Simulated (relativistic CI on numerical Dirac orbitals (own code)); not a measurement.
**W²⁺: resonant inelastic X-ray scattering at the O2,3 edge**

Aim: the energy losses and their intensities at the absorption maxima, by the Kramers-Heisenberg formula, for 6 crystal fields.

Program: relativistic CI on numerical Dirac orbitals (own code) version 3. Level of theory: Dirac-Coulomb-Breit CI, KLI orbitals optimised for each configuration, model QED (radiative potential, 1s self-energy scaled to tabulated hydrogen-like ionisation energies), valence Slater integrals scaled by 0.9, Kramers-Heisenberg scattering through one core-hole configuration in a parametric crystal field. These are calculated values, not measurements, unless marked.

## 1. What is computed

| Quantity | Value |
| --- | --- |
| ion | W²⁺ (W III) |
| nuclear charge | 74 |
| electrons | 72 |
| configurations | [Xe] 4f14 5d4 → [Kr] 4d10 4f14 5s2 5p5 5d5 |
| temperature | 80 K |
| core-hole width | 0.6 eV |
| field 1 (cm⁻¹) | Td, 10Dq = -4850 |
| field 2 (cm⁻¹) | Oh, 10Dq = 32050 |
| field 3 (cm⁻¹) | Td, 10Dq = -8450 |
| field 4 (cm⁻¹) | Oh, 10Dq = 24900 |
| field 5 (cm⁻¹) | Oh, 10Dq = 16750 |
| field 6 (cm⁻¹) | Oh, 10Dq = 34750 |

## 2. Field 1: Td, 10Dq = -4850

The run's settings:

```ini
atom W  Z=74  charge=2  electrons=72
nucleus A=184  rms_radius_fm=5.3658
hamiltonian dirac-coulomb  breit=on  qed=on  c_scale=1
orbitals kli  potential=per-configuration
slater_scale 0.9
correlation none
mixing on
configurations
  [Xe] 4f14 5d4
  [Kr] 4d10 4f14 5s2 5p5 5d5
end
rixs O2,3 T=80 core_hole_width=0.6
crystal_field Td 10Dq=-4850
```

Command:

```bash
python run_levels.py task.json out
```

task.json lists these runs, among others, and the program works through them in turn.

The program writes no log. Results of the run, from its result record (rounded, main fields):

```text
status: converged
incident [eV]: [40.8, 44.5, 46.6]
losses [loss_eV, degeneracy, irrep, S, I1, I2, I3]:
  - [0, 1, "A1", 1.846, 155.2, 23.15, 46.29]
  - [0.1499, 3, "T1", 1.931, 82.81, 13.49, 100]
  - [0.2754, 3, "T2", 1.966, 1.15, 6.716, 52.48]
  - [0.3985, 2, "E", 1.966, 0.7725, 2.251, 33.78]
  - [0.4665, 3, "T1", 1.966, 1.694, 1.717, 1.685]
  - [0.5752, 3, "T2", 1.954, 1.206, 0.3716, 2.71]
  - [1.024, 1, "A1", 1.626, 6.952, 1.064, 5.642]
  - [1.028, 3, "T2", 1.923, 0.1022, 2.44, 10.83]
  - [1.035, 2, "E", 1.88, 2.017, 2.847, 11.96]
  - [1.046, 3, "T1", 1.882, 3.609, 3.482, 18.92]
  - [1.148, 1, "A1", 1.37, 7.214, 0.2799, 7.863]
  - [1.496, 2, "E", 1.043, 0.261, 0.1029, 2.706]
  - [1.535, 3, "T1", 1.016, 0.4699, 10.81, 0.6921]
  - [1.603, 3, "T2", 1.017, 0.2394, 1.185, 0.9187]
  - [1.702, 3, "T1", 0.9975, 0.8712, 2.239, 1.517]
  - [1.806, 3, "T2", 1.024, 0.2762, 0.8139, 0.3494]
  - [1.915, 1, "A1", 0.8036, 2.354, 4.33, 7.213]
  - [1.927, 3, "T1", 1.009, 0.1465, 0.4446, 0.2849]
  - [1.982, 2, "E", 0.986, 0.08573, 2.227, 1.045]
  - [2.053, 3, "T2", 0.99, 0.02241, 0.6713, 0.1569]
  - [2.102, 1, "A1", 0.915, 0.8287, 0.1338, 1.918]
  - [2.173, 3, "T2", 0.9584, 0.5303, 1.458, 1.493]
  - "... 23 more rows left out ..."
ground_S: 1.84635
```

Run time: 2.9 s. Hardware: 1 thread of Intel Xeon Platinum 8488C, shared host.

## 3. Field 2: Oh, 10Dq = 32050

Changes to the settings of step 2:

```diff
@@ -12,2 +12,2 @@
 rixs O2,3 T=80 core_hole_width=0.6
-crystal_field Td 10Dq=-4850
+crystal_field Oh 10Dq=32050
```

Main fields:

```text
status: converged
incident [eV]: [41.2, 43.5, 53.6]
losses [loss_eV, degeneracy, irrep, S, I1, I2, I3]:
  - [0, 1, "A1", 1.01, 87.51, 244.8, 185.8]
  - [0.2168, 3, "T1", 1.026, 33.53, 7.475, 3.074]
  - [0.4365, 3, "T2", 0.9707, 9.924, 6.423, 31.27]
  - [0.4411, 2, "E", 0.9972, 3.138, 10.1, 25.53]
  - [1.363, 3, "T2", 0.1458, 1.05, 5.071, 18.76]
  - [1.455, 2, "E", 0.1057, 0.4314, 5.594, 11.22]
  - [2.38, 3, "T2", 1.983, 8.299, 13.14, 4.978]
  - [2.388, 2, "E", 1.975, 3.815, 22.93, 1.803]
  - [2.395, 3, "T1", 1.971, 0.9673, 1.2, 12.17]
  - [2.4, 1, "A1", 1.958, 3.373, 39.25, 39.1]
  - [2.647, 1, "A1", 0.1682, 0.05253, 13.19, 71.27]
  - [3.938, 3, "T1", 0.9862, 4.301, 7.046, 100]
  - [3.952, 1, "A1", 1.011, 2.855, 2.634, 41.52]
  - [4.019, 3, "T1", 1.018, 8.199, 8.593, 2.255]
  - [4.051, 3, "T2", 0.9952, 12.03, 2.714, 56.96]
  - [4.119, 2, "E", 1.014, 2.995, 3.612, 15.12]
  - [4.165, 3, "T1", 1.017, 2.248, 2.738, 0.3236]
  - [4.228, 3, "T2", 1.005, 1.756, 1.5, 3.217]
  - [4.247, 2, "E", 0.9982, 0.7743, 0.883, 6.557]
  - [4.282, 3, "T2", 0.9856, 2.249, 7.825, 1.019]
  - [4.362, 3, "T1", 0.999, 1.899, 0.7787, 29.96]
  - [4.479, 3, "T2", 1.006, 0.3601, 0.8116, 4.949]
  - "... 22 more rows left out ..."
ground_S: 1.01024
```

Wall time 3.1 s (1 thread of Intel Xeon Platinum 8488C, shared host).

## 4. Field 3: Td, 10Dq = -8450

Changes to the settings of step 3:

```diff
@@ -12,2 +12,2 @@
 rixs O2,3 T=80 core_hole_width=0.6
-crystal_field Oh 10Dq=32050
+crystal_field Td 10Dq=-8450
```

Main fields:

```text
status: converged
incident [eV]: [40.9, 44.6, 46.8]
losses [loss_eV, degeneracy, irrep, S, I1, I2, I3]:
  - [0, 1, "A1", 1.675, 152.7, 37.6, 50.19]
  - [0.1969, 3, "T1", 1.89, 71.82, 21.78, 100]
  - [0.3157, 3, "T2", 1.945, 3.344, 4.908, 57.28]
  - [0.4666, 2, "E", 1.948, 5.325, 1.397, 39.26]
  - [0.5177, 3, "T1", 1.956, 6.61, 2.963, 1.418]
  - [0.634, 3, "T2", 1.943, 5.344, 0.5628, 2.26]
  - [0.6931, 1, "A1", 1.057, 18.37, 1.28, 7.675]
  - [1.171, 2, "E", 1.066, 0.7709, 1.117, 9.317]
  - [1.264, 3, "T1", 1.14, 2.899, 9.212, 4.164]
  - [1.316, 3, "T2", 1.072, 0.8874, 0.3, 1.229]
  - [1.378, 3, "T1", 1.367, 4.784, 4.45, 20.83]
  - [1.434, 3, "T2", 1.673, 0.09046, 9.819, 13.26]
  - [1.447, 1, "A1", 1.609, 3.557, 0.8744, 17.22]
  - [1.515, 2, "E", 1.82, 4.349, 3.673, 19.81]
  - [1.587, 1, "A1", 1.108, 2.648, 3.883, 3.552]
  - [1.607, 3, "T1", 1.413, 2.548, 1.679, 14.97]
  - [1.645, 3, "T2", 1.332, 0.6933, 1.056, 4.584]
  - [1.81, 2, "E", 1.053, 1.301, 3.795, 2.321]
  - [1.865, 3, "T1", 1.012, 1.093, 2.098, 4.369]
  - [2.109, 2, "E", 1.046, 0.6932, 1.332, 0.03618]
  - [2.122, 3, "T2", 1.001, 0.1616, 0.6465, 0.8207]
  - [2.217, 1, "A1", 1.024, 1.593, 0.4283, 5.034]
  - "... 23 more rows left out ..."
ground_S: 1.67495
```

Wall time 3.3 s (1 thread of Intel Xeon Platinum 8488C, shared host).

## 5. Field 4: Oh, 10Dq = 24900

Changes to the settings of step 4:

```diff
@@ -12,2 +12,2 @@
 rixs O2,3 T=80 core_hole_width=0.6
-crystal_field Td 10Dq=-8450
+crystal_field Oh 10Dq=24900
```

Main fields:

```text
status: converged
incident [eV]: [40.8, 42.5, 52.9]
losses [loss_eV, degeneracy, irrep, S, I1, I2, I3]:
  - [0, 1, "A1", 1.051, 172.4, 347.5, 155.4]
  - [0.2311, 3, "T1", 1.068, 36.53, 57.74, 7.415]
  - [0.4586, 2, "E", 1.035, 0.8171, 10.03, 32.06]
  - [0.4608, 3, "T2", 0.9865, 8.416, 9.357, 47.02]
  - [1.363, 3, "T2", 0.2724, 2.16, 16.16, 10.67]
  - [1.458, 2, "E", 0.4364, 2.105, 4.981, 12.59]
  - [1.569, 3, "T2", 1.944, 16.87, 11.54, 6.627]
  - [1.592, 2, "E", 1.852, 6.511, 22.62, 2.865]
  - [1.594, 3, "T1", 1.942, 0.7756, 1.647, 13.6]
  - [1.604, 1, "A1", 1.938, 3.296, 18.93, 57.93]
  - [2.52, 1, "A1", 0.2786, 0.6038, 16.7, 65.76]
  - [3.097, 3, "T1", 1.003, 4.262, 8.113, 100]
  - [3.134, 1, "A1", 0.9842, 1.131, 4.287, 44.4]
  - [3.18, 3, "T1", 1.037, 10.54, 16.45, 3.82]
  - [3.226, 3, "T2", 0.9931, 9.022, 6.944, 94.6]
  - [3.279, 2, "E", 1.035, 3.484, 7.454, 18.06]
  - [3.32, 3, "T1", 1.039, 4.008, 5.466, 0.7951]
  - [3.4, 3, "T2", 1.025, 0.9439, 8.36, 2.521]
  - [3.429, 2, "E", 0.9968, 0.7149, 0.6322, 13.74]
  - [3.45, 3, "T2", 0.9914, 4.296, 16.64, 2.211]
  - [3.533, 3, "T1", 0.9992, 5.065, 0.774, 13.59]
  - [3.595, 3, "T2", 1.06, 0.0573, 1.339, 12.42]
  - "... 23 more rows left out ..."
ground_S: 1.05063
```

Run time: 3.3 s. Hardware: 1 thread of Intel Xeon Platinum 8488C, shared host.

## 6. Field 5: Oh, 10Dq = 16750

Changes to the settings of step 5:

```diff
@@ -12,2 +12,2 @@
 rixs O2,3 T=80 core_hole_width=0.6
-crystal_field Oh 10Dq=24900
+crystal_field Oh 10Dq=16750
```

Main fields:

```text
status: converged
incident [eV]: [40.8, 41.4, 43.9]
losses [loss_eV, degeneracy, irrep, S, I1, I2, I3]:
  - [0, 1, "A1", 1.275, 374, 416.4, 276.8]
  - [0.2372, 3, "T1", 1.379, 21.7, 87.69, 100]
  - [0.4482, 2, "E", 1.484, 7.912, 4.317, 75.58]
  - [0.4994, 3, "T2", 1.375, 8.114, 3.261, 2.132]
  - [0.8155, 3, "T2", 1.674, 7.324, 4.976, 0.9254]
  - [0.8816, 2, "E", 1.593, 19.03, 19.15, 2.37]
  - [0.8847, 1, "A1", 1.771, 40.02, 44.98, 12.16]
  - [0.8915, 3, "T1", 1.707, 8.873, 31.31, 0.2619]
  - [1.428, 3, "T2", 0.3477, 5.102, 5.686, 2.047]
  - [1.535, 2, "E", 0.3127, 0.3034, 2.028, 25.52]
  - [2.075, 1, "A1", 1.138, 9.369, 5.988, 63.6]
  - [2.193, 3, "T1", 1.195, 3.092, 14.32, 98.77]
  - [2.286, 3, "T1", 1.21, 7.187, 0.3769, 34.37]
  - [2.382, 2, "E", 1.21, 0.1548, 4.094, 5.281]
  - [2.394, 3, "T2", 1, 9.388, 3.341, 8.009]
  - [2.415, 3, "T1", 1.15, 2.219, 8.032, 3.049]
  - [2.447, 3, "T2", 1.513, 3.699, 15.16, 20.84]
  - [2.538, 1, "A1", 0.5178, 12.36, 12.11, 5.72]
  - [2.566, 3, "T2", 1.351, 0.2625, 4.752, 1.981]
  - [2.611, 3, "T2", 1.037, 4.48, 7.062, 23.49]
  - [2.612, 2, "E", 0.9935, 3.646, 1.819, 26.71]
  - [2.687, 3, "T1", 1.034, 3.031, 1.903, 26.46]
  - "... 23 more rows left out ..."
ground_S: 1.27526
```

It took 3.3 s on 1 thread of Intel Xeon Platinum 8488C, shared host.

## 7. Field 6: Oh, 10Dq = 34750

Changes to the settings of step 6:

```diff
@@ -12,2 +12,2 @@
 rixs O2,3 T=80 core_hole_width=0.6
-crystal_field Oh 10Dq=16750
+crystal_field Oh 10Dq=34750
```

Main fields:

```text
status: converged
incident [eV]: [41.4, 43.8, 53.9]
losses [loss_eV, degeneracy, irrep, S, I1, I2, I3]:
  - [0, 1, "A1", 1.004, 85.45, 197.5, 177.6]
  - [0.2128, 3, "T1", 1.019, 34.27, 8.433, 3.347]
  - [0.4309, 3, "T2", 0.9694, 8.735, 8.091, 15.4]
  - [0.4364, 2, "E", 0.9922, 2.985, 14.95, 25.3]
  - [1.364, 3, "T2", 0.1349, 0.9624, 1.825, 14.1]
  - [1.453, 2, "E", 0.09643, 0.307, 6.966, 11.99]
  - [2.667, 1, "A1", 0.6859, 0.5077, 2.899, 16.31]
  - [2.697, 3, "T2", 1.985, 5.921, 15.42, 6.174]
  - [2.703, 2, "E", 1.979, 1.788, 16.45, 2.131]
  - [2.71, 3, "T1", 1.976, 0.82, 3.575, 13.73]
  - [2.726, 1, "A1", 1.754, 2.495, 47.93, 85.27]
  - [4.26, 3, "T1", 0.9842, 5.496, 8.677, 100]
  - [4.272, 1, "A1", 1.011, 4.264, 3.665, 32.15]
  - [4.342, 3, "T1", 1.015, 11.33, 6.401, 3.326]
  - [4.37, 3, "T2", 0.9957, 13.43, 2.108, 43.98]
  - [4.442, 2, "E", 1.011, 2.024, 2.612, 13.66]
  - [4.489, 3, "T1", 1.013, 1.761, 1.775, 0.9655]
  - [4.547, 3, "T2", 1.003, 1.121, 0.6242, 5.59]
  - [4.565, 2, "E", 0.9986, 0.9094, 1.902, 6.664]
  - [4.604, 3, "T2", 0.9848, 2.675, 6.69, 2.332]
  - [4.682, 3, "T1", 0.999, 1.798, 0.3702, 23.64]
  - [4.813, 3, "T2", 0.9974, 0.4009, 1.129, 3.881]
  - "... 20 more rows left out ..."
ground_S: 1.00387
```

It took 3.2 s on 1 thread of Intel Xeon Platinum 8488C, shared host.

## 8. The fields side by side

| field | S, thermal mean | first incident energy (eV) | lowest loss over 0.08 eV (eV) | strongest such loss there (eV) | its level |
| --- | --- | --- | --- | --- | --- |
| 1: Td | 1.85 | 40.8 | 0.150 | 0.150 | T1, S = 1.9 |
| 2: Oh | 1.01 | 41.2 | 0.217 | 0.217 | T1, S = 1.0 |
| 3: Td | 1.67 | 40.9 | 0.197 | 0.197 | T1, S = 1.9 |
| 4: Oh | 1.05 | 40.8 | 0.231 | 0.231 | T1, S = 1.1 |
| 5: Oh | 1.28 | 40.8 | 0.237 | 0.885 | A1, S = 1.8 |
| 6: Oh | 1.00 | 41.4 | 0.213 | 0.213 | T1, S = 1.0 |

## 9. Outcome

```
                            quantity                value
          incident energies, field 1  40.8, 44.5, 46.6 eV
strongest loss over 0.08 eV, field 1              0.15 eV
```

In words: In field 1 the strongest loss over 0.08 eV at the first resonance is 0.15 eV (T1, S = 1.9). Spin-orbit coupling in the valence shell mixes spin states, so S is only an average. The ground spin differs between the fields. Only the lowest levels kept in the record count, and labels are spin-orbit irreps. Polarisations are summed, and charge-transfer losses are outside the model.
